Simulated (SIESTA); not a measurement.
Crystal: Mg5Ge.

```
Ge Mg
1.0
     5.12301    0.00000    0.00000
     0.00000    1.58563    7.94580
     0.00000   -1.58563    7.94580
Ge Mg
1 5
Direct
  0.50000 0.22290 0.22290
  0.50000 0.88102 0.88102
  0.50000 0.56032 0.56032
  0.00000 0.99937 0.99937
  0.00000 0.33195 0.33195
  0.00000 0.67111 0.67111
```

The cell comes from a database or a generator and needn't be the stable form of this composition.

```yaml
Program: SIESTA 5.4.2
Task: single point
Functional: PBEsol
Potentials_or_basis: PseudoDojo 0.4 standard (PBEsol files)
Basis: DZP (energy shift 0.003 Ry; two zetas on semicore shells)
Grid_cutoff: 800 Ry
Energy_shift: 0.003 Ry
k_mesh: 5 × 9 × 9
Occupations: fermi-dirac, width 0.05 eV
Spin: no spin polarisation
```

On this cell: pressure 0.9 GPa; largest force 0.046 eV/Å; band gap on the k mesh none (metal or under the smearing width).

The same run follows on a disturbed copy (atoms moved at random, drawn with an rms of 0.05 Å):

```
Ge Mg
1.0
     5.12301    0.00000    0.00000
     0.00000    1.58563    7.94580
     0.00000   -1.58563    7.94580
Ge Mg
1 5
Direct
  0.49369 0.23360 0.20838
  0.50251 0.86229 0.89327
  0.49833 0.55951 0.56066
  0.99811 0.97556 0.01790
  0.99602 0.32852 0.33771
  0.00072 0.67963 0.65845
```

Task: What changes?

Result: The energy (extrapolated to zero smearing) moves by +3.9 meV/atom; pressure 1.0 GPa; largest force 0.264 eV/Å; band gap on the k mesh none (metal or under the smearing width).

Forces in eV/Å, atoms in the order of the input:
```
Ge   0.051 -0.077 -0.033
Mg  -0.131  0.106  0.137
Mg   0.020 -0.067 -0.115
Mg   0.027  0.144  0.168
Mg   0.099 -0.038 -0.242
Mg  -0.066 -0.068  0.086
```

Stress tensor (GPa, compression positive):
```
 0.38 -0.01 -0.07
-0.01  1.75  0.15
-0.07  0.15  0.90
```

Caveats: the basis of atomic orbitals isn't converged, which shifts pressures, moduli and gaps.
